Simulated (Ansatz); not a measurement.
**C₂H₆O₃Si: one species, many methods**

One table from this session's results is given with a row withheld; the runs are named, their logs left out.

Method: functionals in def2-TZVPP, the program's frozen cores in correlated methods; program: Ansatz 0.2.0, Gaussian basis.

The runs, in order: LDA (SPW92), PBE-D4, revPBE-D4, BLYP-D4, r2SCAN-D4, B97M-V, PBE0-D4, B3LYP-D4, r2SCANh-D4, r2SCAN0-D4, HSE06-D4, BHLYP-D4, CAM-B3LYP-D4, LC-ωPBE, ωB97X-V, ωB97M-V, B2PLYP, PBE-QIDH; CCSD(T)/def2-SVP; CCSD(T)/def2-TZVPP; MP2/def2-QZVPP; extrapolation to the limit; RPA on PBE.

## The geometry

The geometry comes from an earlier relaxation with PBE0-D4 in a triple-zeta def2 set; it is a stationary point, not always the lowest conformer.

SMILES `C=C[Si](O)(O)O`, 12 atoms, charge 0, spin multiplicity 1.

Atoms are counted from 1 here; the program's logs count them from 0.

Bond lengths: C1–C2 1.331 Å, C1–H7 1.087 Å, C1–H8 1.086 Å, C2–Si3 1.848 Å, C2–H9 1.089 Å, Si3–O4 1.633 Å, Si3–O5 1.643 Å, Si3–O6 1.637 Å, O4–H10 0.959 Å, O5–H11 0.958 Å, O6–H12 0.958 Å. Angles: C2–C1–H7 121.6°, C2–C1–H8 122.3°, H7–C1–H8 116.0°, C1–C2–Si3 123.3°, C1–C2–H9 118.1°, Si3–C2–H9 118.5°, C2–Si3–O4 105.8°, C2–Si3–O5 110.5°, C2–Si3–O6 114.2°, O4–Si3–O5 114.1°, O4–Si3–O6 107.2°, O5–Si3–O6 105.2°, Si3–O4–H10 116.9°, Si3–O5–H11 117.2°, Si3–O6–H12 116.9°.

Set-up of the first run:

File in.yaml:

```yaml
crystal:
  periodic: [false, false, false]
  atoms:
    - {symbol: C, position_ang: [-1.486984, -1.381065, 0.024026]}
    - {symbol: C, position_ang: [-0.172869, -1.183199, 0.089498]}
    - {symbol: Si, position_ang: [0.606435, 0.490508, 0.011152]}
    - {symbol: O, position_ang: [1.900002, 0.332175, -0.972975]}
    - {symbol: O, position_ang: [-0.485972, 1.611217, -0.490395]}
    - {symbol: O, position_ang: [1.156907, 1.043588, 1.449757]}
    - {symbol: H, position_ang: [-2.182865, -0.554194, -0.090306]}
    - {symbol: H, position_ang: [-1.929618, -2.371304, 0.086674]}
    - {symbol: H, position_ang: [0.471995, -2.052051, 0.209700]}
    - {symbol: H, position_ang: [2.558905, 1.027829, -0.939262]}
    - {symbol: H, position_ang: [-0.886283, 1.478093, -1.350563]}
    - {symbol: H, position_ang: [0.527248, 1.503203, 2.006694]}
basis:
  gaussian: {orbitals: def2-TZVPP}
hamiltonian: {xc: lda}
output: {orbitals: {seedname: orbitals}}
```

Run with:

```console
> ansatz run in.yaml --threads 4 --pin off --events-out ev --progress --plain --max-ram 10444MiB
```

Steps of the session up to this table: LDA; PBE-D4 (GGA); revPBE-D4 (GGA); BLYP-D4 (GGA); r2SCAN-D4 (meta-GGA); B97M-V (meta-GGA); PBE0-D4 (hybrid); B3LYP-D4 (hybrid); r2SCANh-D4 (hybrid); r2SCAN0-D4 (hybrid); HSE06-D4 (hybrid); BHLYP-D4 (hybrid); CAM-B3LYP-D4 (range-separated); LC-ωPBE (range-separated); ωB97X-V (range-separated); ωB97M-V (range-separated); B2PLYP (double hybrid); PBE-QIDH (double hybrid).

One table of the session follows, with a row left open; its other results are not shown here.

It belongs to the step «Orbital energies across the functionals». 

| functional | HOMO (eV) | gap (eV) |
| --- | --- | --- |
| LDA (SPW92) | -7.07 | 5.35 |
| PBE-D4 | -6.87 | 5.40 |
| revPBE-D4 | -6.80 | 5.42 |
| BLYP-D4 | -6.70 | 5.38 |
| r2SCAN-D4 | -7.11 | 5.86 |
| B97M-V | -7.10 | 5.90 |
| PBE0-D4 | ? | ? |
| B3LYP-D4 | -7.82 | 7.13 |
| r2SCANh-D4 | -7.57 | 6.68 |
| r2SCAN0-D4 | -8.23 | 7.89 |
| HSE06-D4 | -7.67 | 6.82 |
| BHLYP-D4 | -9.05 | 9.69 |
| CAM-B3LYP-D4 | -9.42 | 10.11 |
| LC-ωPBE | -10.87 | 12.75 |
| ωB97X-V | -10.45 | 12.24 |
| ωB97M-V | -10.35 | 12.01 |

Estimate the missing values for PBE0-D4.

The run gave: HOMO (eV): -8.07; gap (eV): 7.61. In the column «HOMO (eV)» it lies between r2SCAN0-D4 (-8.23) and B3LYP-D4 (-7.82).
